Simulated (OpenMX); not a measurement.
**GaF: band structure with PBE**

Crystal: GaF.

```
CELL_PARAMETERS angstrom
3.03928 0.00000 0.00000
0.00000 3.03928 0.00000
0.00000 0.00000 3.16592
ATOMIC_POSITIONS crystal
Ga 0.00000 0.00000 0.00000
F 0.50000 0.50000 0.50000
```

The cell was built by a generator and needn't be a form met in nature.

```json
{
 "Program": "OpenMX 3.8.5",
 "Task": "band structure",
 "Functional": "PBE",
 "Potentials or basis": "OpenMX 2013 PBE set, Ga7.0-s3p2d2, F6.0-s2p2d1, grid cutoff 500 Ry",
 "k mesh": "7 × 7 × 7",
 "Occupations": "fermi-dirac, width 0.05 eV",
 "Spin": "no spin polarisation",
 "Mixing scheme": "rmm-diisk",
 "SCF threshold": "1e-08 Ha",
 "Solver": "band",
 "Max SCF cycles": "100"
}
```

```yaml
Pressure: 5.1 GPa
Band_gap_along_the_path: none (metal or under the smearing width)
Mulliken_charges: Ga +0.45; F -0.45 e
```

Levels at the corners of the path, in eV from the Fermi level:
| point | band 6 | band 7 | band 8 | band 9 | band 10 | band 11 | band 12 | band 13 | band 14 | band 15 |
| --- | --- | --- | --- | --- | --- | --- | --- | --- | --- | --- |
| Γ | -14.40 | -6.53 | -4.20 | -3.94 | -3.94 | 8.15 | 9.06 | 9.06 | 9.81 | 10.53 |
| X | -14.40 | -7.51 | -3.85 | -3.67 | -0.89 | -0.07 | 8.15 | 9.32 | 13.26 | 19.32 |
| M | -14.34 | -5.59 | -5.59 | -3.71 | -2.46 | 3.27 | 3.27 | 9.12 | 10.55 | 18.32 |
| Γ | -14.40 | -6.53 | -4.20 | -3.94 | -3.94 | 8.15 | 9.06 | 9.06 | 9.81 | 10.53 |
| Z | -14.40 | -7.79 | -3.70 | -3.70 | -1.02 | 0.21 | 8.95 | 8.95 | 13.41 | 21.05 |
| R | -14.35 | -5.68 | -5.67 | -3.57 | -2.98 | 3.09 | 3.67 | 9.53 | 11.34 | 20.29 |
| A | -14.34 | -4.69 | -4.69 | -4.63 | 0.26 | 1.88 | 1.88 | 2.38 | 12.01 | 12.71 |
| Z|X | -14.40 | -7.79 | -3.70 | -3.70 | -1.02 | 0.21 | 8.95 | 8.95 | 13.41 | 21.05 |
| R|M | -14.35 | -5.68 | -5.67 | -3.57 | -2.98 | 3.09 | 3.67 | 9.53 | 11.34 | 20.29 |
| A | -14.34 | -4.69 | -4.69 | -4.63 | 0.26 | 1.88 | 1.88 | 2.38 | 12.01 | 12.71 |

Run time: 55 s on 1 thread of AMD EPYC 9R45 96-Core Processor (Zen 5), on a shared host, peak memory 0.86 GiB.

Caveat: Mulliken charges move with the basis; the basis of atomic orbitals isn't converged, which shifts pressures, moduli and gaps.
